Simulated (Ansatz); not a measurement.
Crystal: NiMoIrPdW.

```
Ni Mo Pd Ir W
1.0
     2.76616    0.00000    0.00000
    -1.38308    2.39557    0.00000
     0.00000    0.00000   11.02292
Ni Mo Pd Ir W
1 1 1 1 1
Direct
  0.33333 0.66667 0.59712
  0.00000 0.00000 0.41074
  0.66667 0.33333 0.79520
  0.66667 0.33333 0.19960
  0.33333 0.66667 0.99734
```

The cell was built by a generator and needn't be a form met in nature.

- Program: Ansatz 0.2.0
- Task: relaxation of cell and atoms
- Functional: PBEsol
- Dispersion: D3(BJ)
- Potentials or basis: Ansatz PAW
- Cutoff: 420 eV (not typed: the program's choice for these potentials)
- k mesh: 8 × 8 × 2
- Occupations: fermi-dirac, width 0.05 eV
- Spin: collinear spin, ferromagnetic start
- Starting moments: [1.0, 1.0, 0.0, 0.6, 0.0] μB

At the start: volume 14.61 Å³/atom.

**Question.** How do energy, volume and symmetry change on relaxing?

**Answer.** It ends after 6 steps and the volume is 13.74 Å³/atom (-5.9 %); space group P3m1 (No. 156, to 0.05 Å); moment 0.00 μB per cell.

The path:
```csv
step,energy change (eV),largest force (eV/Å),volume (Å³)
1,0.0000,0.1507,73.04
2,-0.2090,0.0644,69.45
3,-0.2165,0.0307,68.62
4,-0.2166,0.0114,68.71
5,-0.2166,0.0024,68.71
6,-0.2150,0.0024,68.71
```

Final structure:
```
CELL_PARAMETERS angstrom
2.71012 0.00000 0.00000
-1.35506 2.34703 0.00000
0.00000 0.00000 10.80243
ATOMIC_POSITIONS crystal
Ni 0.33333 0.66667 0.59816
Mo 0.00000 0.00000 0.41197
Pd 0.66667 0.33333 0.79317
Ir 0.66667 0.33333 0.20069
W 0.33333 0.66667 0.99601
```

Caveat: the plane-wave basis is chosen anew once the cell has moved, so the energies of steps on either side of that aren't comparable; pairwise dispersion overbinds metals, which lowers pressure and volume; the PAW data sets come from PBE, with cores solved anew for the run's functional, which leaves a small shift of forces and pressure; the starting moments weren't kept.
